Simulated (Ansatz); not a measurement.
# BGeH (triplet): the correlation ladder, cc-pVTZ

Aim: climb from Hartree-Fock through coupled cluster and multireference methods for BGeH (triplet) at one geometry and basis, and see what each rung misses.

Method: cc-pVTZ, core rule «outside noble gas», up to 15 orbitals frozen; program: Ansatz 0.2.0, Gaussian basis.

To be run: UHF; CCSD(T) on ROHF; CCSD(T) on UHF; BCCD(T) on ROHF; CCSDT(Q) on ROHF; CCSDT(Q) on UHF; CASSCF and MRCISD+Q, 8 electrons in 9 orbitals; CASSCF and NEVPT2, 8 electrons in 9 orbitals.

4 further runs of the same task are left out: 4 set aside as unsound or not needed.

### 1 What is computed

The geometry is a PBE0/def2-TZVP stationary point (not a proven minimum). No spin-orbit coupling is included. The filled d shell of Ge may be among the frozen orbitals whatever the setting's name suggests; the logs give the count.

3 atoms, charge 0, spin multiplicity 3.

Atoms are counted from 1 here; the program's logs count them from 0.

Bond lengths: Ge1–B2 1.940 Å, B2–H3 1.189 Å. Angles: Ge1–B2–H3 180.0°.

### 2 UHF

File in.yaml:

```yaml
crystal:
  periodic: [false, false, false]
  atoms:
    - {symbol: Ge, position_ang: [0.000000, 0.000000, 1.689721]}
    - {symbol: B, position_ang: [0.000000, 0.000000, -0.250601]}
    - {symbol: H, position_ang: [0.000000, 0.000000, -1.439120]}
basis:
  gaussian: {orbitals: cc-pVTZ}
magnetization: {spin_polarized: true, initial_magnetization: 2}
hamiltonian: {xc: hf}
output: {orbitals: {seedname: orbitals}}
```

Run with:

```
ansatz run in.yaml --threads 1 --pin off --events-out ev --progress --plain --max-ram 4096MiB --backend cpu
```

Further steps of the session: CCSD(T) on ROHF; CCSD(T) on UHF; BCCD(T) on ROHF; CCSDT(Q) on ROHF; CCSDT(Q) on UHF; CASSCF and MRCISD+Q, 8 electrons in 9 orbitals; CASSCF and NEVPT2, 8 electrons in 9 orbitals.

Before running them: what should the planned runs give, taken together? Wanted: UCCSDT(Q) below the RHF energy; RMP2 from UCCSDT(Q); UMP2 from UCCSDT(Q); RCCSD from UCCSDT(Q); RCCSD(T) from UCCSDT(Q); UCCSD(T) from UCCSDT(Q); RCCSDT(Q) from UCCSDT(Q); NEVPT2 valence from UCCSDT(Q); MRCISD+Q valence from UCCSDT(Q).

**Answer**, as computed:

| quantity | value |
| --- | --- |
| UCCSDT(Q) below the RHF energy | -5.2597 eV |
| RMP2 from UCCSDT(Q) | +1013.4 meV |
| UMP2 from UCCSDT(Q) | +1028.3 meV |
| RCCSD from UCCSDT(Q) | +287.2 meV |
| RCCSD(T) from UCCSDT(Q) | +54.2 meV |
| UCCSD(T) from UCCSDT(Q) | +51.5 meV |
| RCCSDT(Q) from UCCSDT(Q) | +3.9 meV |
| NEVPT2 valence from UCCSDT(Q) | +767.4 meV |
| MRCISD+Q valence from UCCSDT(Q) | +19.9 meV |
| levels within 1 kcal/mol (43 meV) | RCCSDT, UCCSDT, RCCSDT(Q), MRCISD+Q valence |
| T1 diagnostic | 0.020 |
| effectively unpaired electrons | 2.04 |

**Reading.** RCCSD(T) misses by +54.2 meV, 1.0 % of the correlation energy. One determinant dominates. Of the multireference levels listed MRCISD+Q valence comes nearest in total energy (+19.9 meV), which doesn't show that its space is the better one. These misses are within one basis, not against nature; the frozen cores of restricted and unrestricted runs differ, which can shift their rows.
